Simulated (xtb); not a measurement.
# GFN2-xTB run of GeSiH2F3 (SMILES F[Si](F)(F)[GeH2])

We compute the energy of GeSiH2F3. 

Program for the calculation: xtb 6.7.1.

2 further runs of the same task are left out: 2 set aside as unsound or not needed.

## (1) The system as given

The species is GeSiH2F3 (7 atoms), meant as a doublet with charge 0. SMILES: `F[Si](F)(F)[GeH2]`. Geometry: a GFN2-xTB relaxation, a rough one for these elements and not checked as a minimum.

Bond lengths: F1–Si2 1.588 Å, Si2–F3 1.587 Å, Si2–F4 1.592 Å, Si2–Ge5 2.321 Å, Ge5–H6 1.538 Å, Ge5–H7 1.537 Å. Angles: F1–Si2–F3 103.9°, F1–Si2–F4 103.0°, F1–Si2–Ge5 111.4°, F3–Si2–F4 102.6°, F3–Si2–Ge5 111.8°, F4–Si2–Ge5 122.2°, Si2–Ge5–H6 107.2°, Si2–Ge5–H7 107.4°, H6–Ge5–H7 99.6°.

## (2) A single-point energy at GFN2-xTB

The input, input.inp:

```
$chrg 0
$spin 1
$scc
   guess=sad
$end
```

The input, mol.xyz:

```xyz
7

F      0.449600    -1.136110     1.758120
Si     0.221930    -0.806310     0.221700
F     -0.657810    -2.019360    -0.301460
F      1.645720    -1.106610    -0.423570
Ge    -0.860550     1.227550    -0.058210
H      0.122870     2.329750     0.370640
H     -0.921770     1.511090    -1.567220
```

Launch:

```bash
$ xtb mol.xyz --sp --input input.inp --parallel 1 > out.txt 2> xtb.err
```

What values should one expect? Wanted: total energy; dipole moment; HOMO energy; LUMO energy; dispersion energy; mean polarisability.

**Answer.** As computed:

Level: GFN2-xTB.

| quantity | value |
| --- | --- |
| total energy | -19.01695 Eh |
| dipole moment | 2.29 D |
| HOMO energy (partly filled) | -10.20 eV |
| LUMO energy | -5.95 eV |
| dispersion energy | -11.22 kJ/mol |
| mean polarisability (D4 model) | 73.9 bohr³ |
